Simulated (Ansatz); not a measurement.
The system is BPd4.

```xyz
5
Lattice="2.8920 0.0000 0.0000 0.0000 4.3650 0.0000 0.0000 0.0000 5.8563" Properties=species:S:1:pos:R:3 pbc="T T T"
Pd    1.4460    0.0000    1.1571
Pd    0.0000    0.0000    3.6278
Pd    0.0000    2.1825    1.9277
Pd    1.4460    2.1825    5.0807
B     1.4460    0.0000    5.0553
```

The cell comes from a database or a generator and needn't be the stable form of this composition.

Base run:

| Item | Value |
| --- | --- |
| Program | Ansatz 0.2.0 |
| Functional | PBEsol |
| Potentials or basis | Ansatz PAW |
| Cutoff | 420 eV (not typed: the program's choice for these potentials) |
| k mesh | 9 × 6 × 5 |
| Occupations | fermi-dirac, width 0.05 eV |
| Spin | no spin polarisation |

Its results: band gap on the k mesh none (metal or under the smearing width); pressure -8.5 GPa; largest force 0.198 eV/Å.

Q: After a change of settings the same cell gave: band gap on the k mesh none (metal or under the smearing width); pressure 7.2 GPa; largest force 0.312 eV/Å. Which change was it?
A. functional from PBEsol to revPBE
B. functional from PBEsol to BLYP
C. functional from PBEsol to PBE
D. functional from PBEsol to r2SCAN; cutoff from 420 eV (not typed: the program's choice for these potentials) to 500 eV (not typed: the program's choice for these potentials)

A: B.

BLYP binds less tightly than PBEsol, so the same cell stands under more pressure.

Caveats: the PAW data sets come from PBE, with cores solved anew for the run's functional, which leaves a small shift of forces and pressure; the density of states is complete only up to the lowest level of the last band computed.
